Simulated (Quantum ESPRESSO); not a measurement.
HfGe in Quantum ESPRESSO: the effect of target pressure

The system is HfGe.

```xyz
2
Lattice="3.9335 0.0000 0.0000 -1.9668 3.4065 0.0000 0.0000 0.0000 3.5096" Properties=species:S:1:pos:R:3 pbc="T T T"
Hf    0.0000    0.0000    1.7548
Ge    0.0000    2.2710    1.7548
```

The cell was built by a generator and needn't be a form met in nature.

Alike in all runs:

* Program: Quantum ESPRESSO 7.5
* Task: phonons
* Functional: PBE
* Potentials or basis: PseudoDojo 0.4.1 SR PBE standard
* Cutoff: 1061 eV
* Density cutoff: 4245 eV
* k mesh: 8 × 8 × 8
* Occupations: cold, width 0.2 eV
* Spin: no spin polarisation

Each run relaxes the cell or the atoms first.

| target pressure | relaxed volume (Å³/atom) | highest phonon frequency (cm⁻¹) |
| --- | --- | --- |
| 2 GPa | 25.33 | 245 |
| 5 GPa | 24.56 | 251 |
| 10 GPa | 23.53 | 261 |
| 15 GPa | ? | ? |

Q: What does the run with target pressure 15 GPa give?

A: Relaxed volume 22.65 Å³/atom; highest phonon frequency 271 cm⁻¹.

Worked out: A straight line through the other rows of the relaxed volume, of slope -0.223 Å³/atom per GPa, extrapolates to 22.39 Å³/atom, against the run's 22.65. A straight line through the other rows of the highest phonon frequency, of slope 2 cm⁻¹ per GPa, extrapolates to 271 cm⁻¹, against the run's 271.

Caveats: the mesh is thin for the phonons of a metal; some modes are imaginary; the cell is more than 3 GPa from zero pressure, which shifts response properties.
